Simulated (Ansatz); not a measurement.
Molecular dynamics of Sn8HPt4

The input (input.yaml):

```yaml
crystal:
  lattice:
    - [6.425, 0.0, 0.0]
    - [0.0, 6.425, 0.0]
    - [0.0, 0.0, 6.425]
  atoms:
    - { symbol: Sn, position: [0.28851578, 0.24712352, 0.23555109] }
    - { symbol: Sn, position: [0.75921425, 0.74411743, 0.73166945] }
    - { symbol: Pt, position: [-0.00940991, -0.0154385, -0.02762125] }
    - { symbol: Sn, position: [0.76129586, 0.74795343, 0.23139777] }
    - { symbol: Sn, position: [0.2249265, 0.28752419, 0.78229982] }
    - { symbol: Pt, position: [0.50355766, 0.48143107, 0.015157] }
    - { symbol: Sn, position: [0.67753692, 0.23774811, 0.73254512] }
    - { symbol: Sn, position: [0.22784905, 0.76113026, 0.26163696] }
    - { symbol: Pt, position: [0.51340268, -0.03127972, 0.45385532] }
    - { symbol: Sn, position: [0.3334873, 0.79794824, 0.79590238] }
    - { symbol: Sn, position: [0.80563779, 0.21767224, 0.23990084] }
    - { symbol: Pt, position: [-0.01884427, 0.48985656, 0.509045] }
    - { symbol: H, position: [0.54958028, -0.00501062, -0.03109323] }
basis:
  ecutwfc: 420.0
kpoints:
  mp_grid: { grid: [3, 3, 3] }
hamiltonian:
  xc: lda
scf:
  occupations: { method: fermi_dirac, width: 0.15 }
  lower_state_search: "off"
md:
  timestep: 0.5
  n_steps: 300
  ensemble: nvt_langevin
  temperature: 2100.0
  initial_velocities: maxwell_boltzmann
  seed: 137414
  friction: 0.01
```

Launched with:

```bash
$ ansatz run input.yaml --threads 4 --pin off --max-ram 10240MiB --backend cpu --events-out ev --progress --plain --runs-dir out
```

It goes on from the last frame of an earlier run, with new velocities.

Output, in part (step lines):

```
md step     0: t =     0.00 fs  T =  1938.5 K  F+E_penalty+E_count = -96034.80266064 eV  E_kin = 3.257352 eV  (8 SCF iters)
md step     1: t =     0.50 fs  T =  1868.0 K  F+E_penalty+E_count = -96034.79866927 eV  E_kin = 3.138873 eV  (6 SCF iters)
md step     2: t =     1.00 fs  T =  1845.8 K  F+E_penalty+E_count = -96034.79360853 eV  E_kin = 3.101598 eV  (6 SCF iters)
md step     3: t =     1.50 fs  T =  1910.2 K  F+E_penalty+E_count = -96034.79072133 eV  E_kin = 3.209788 eV  (6 SCF iters)
md step     4: t =     2.00 fs  T =  1898.9 K  F+E_penalty+E_count = -96034.79022520 eV  E_kin = 3.190927 eV  (6 SCF iters)
md step     5: t =     2.50 fs  T =  1948.3 K  F+E_penalty+E_count = -96034.79101275 eV  E_kin = 3.273909 eV  (4 SCF iters)
md step     6: t =     3.00 fs  T =  1947.3 K  F+E_penalty+E_count = -96034.79179600 eV  E_kin = 3.272283 eV  (4 SCF iters)
md step     7: t =     3.50 fs  T =  1960.9 K  F+E_penalty+E_count = -96034.79194786 eV  E_kin = 3.295110 eV  (4 SCF iters)
[... lines left out ...]
md step   298: t =   149.00 fs  T =  1601.4 K  F+E_penalty+E_count = -96033.97624361 eV  E_kin = 2.690880 eV  (4 SCF iters)
md step   299: t =   149.50 fs  T =  1642.7 K  F+E_penalty+E_count = -96033.98251310 eV  E_kin = 2.760383 eV  (4 SCF iters)
md step   300: t =   150.00 fs  T =  1755.9 K  F+E_penalty+E_count = -96033.98956011 eV  E_kin = 2.950507 eV  (6 SCF iters)
```

The steps, from the saved trajectory:

```csv
time (fs),T (K),potential energy less start (eV)
0.0,1938,0.000
5.0,2045,0.017
10.0,2277,0.136
15.0,2131,0.263
20.0,1780,0.291
25.0,1811,0.363
30.0,1609,0.545
35.0,1382,0.796
40.0,1291,0.948
45.0,1270,1.007
50.0,1246,0.918
55.0,1532,0.746
60.0,1535,0.912
65.0,1504,0.501
70.0,1804,0.357
75.0,2142,0.435
80.0,2117,0.425
85.0,2357,0.286
90.0,2234,0.216
95.0,2279,0.497
100.0,2354,0.521
105.0,1965,0.703
110.0,1754,0.936
115.0,1656,0.927
120.0,1806,0.858
125.0,1592,0.945
130.0,1586,0.858
135.0,1632,0.771
140.0,1495,0.845
145.0,1624,0.854
150.0,1756,0.813
```

All steps were run. A run of 0.15 ps of so small a system gives no equilibrium averages. Limits of this set-up: coarse k mesh, odd electron count without spin.

Mean squared displacements from the first frame to the last, about the centre of mass: Sn 0.16 Å², Pt 0.14 Å², H 0.50 Å².

Last frame:

```xyz
13
Lattice="6.4250 0.0000 0.0000 0.0000 6.4250 0.0000 0.0000 0.0000 6.4250" Properties=species:S:1:pos:R:3
Sn 1.788 1.663 1.684
Sn 4.735 4.417 4.711
Pt 0.018 -0.166 -0.195
Sn 5.370 4.401 1.513
Sn 1.817 1.626 4.937
Pt 3.143 3.402 -0.085
Sn 4.506 1.256 4.913
Sn 1.759 5.011 1.387
Pt 3.577 -0.408 2.949
Sn 1.821 5.019 4.732
Sn 5.362 1.390 1.807
Pt 0.524 3.313 3.261
H 3.023 -0.044 -0.029
```

Time of the run: 24 min on 4 threads of Intel(R) Xeon(R) Platinum 8488C (Sapphire Rapids) (shared host), peak memory 1.3 GiB.
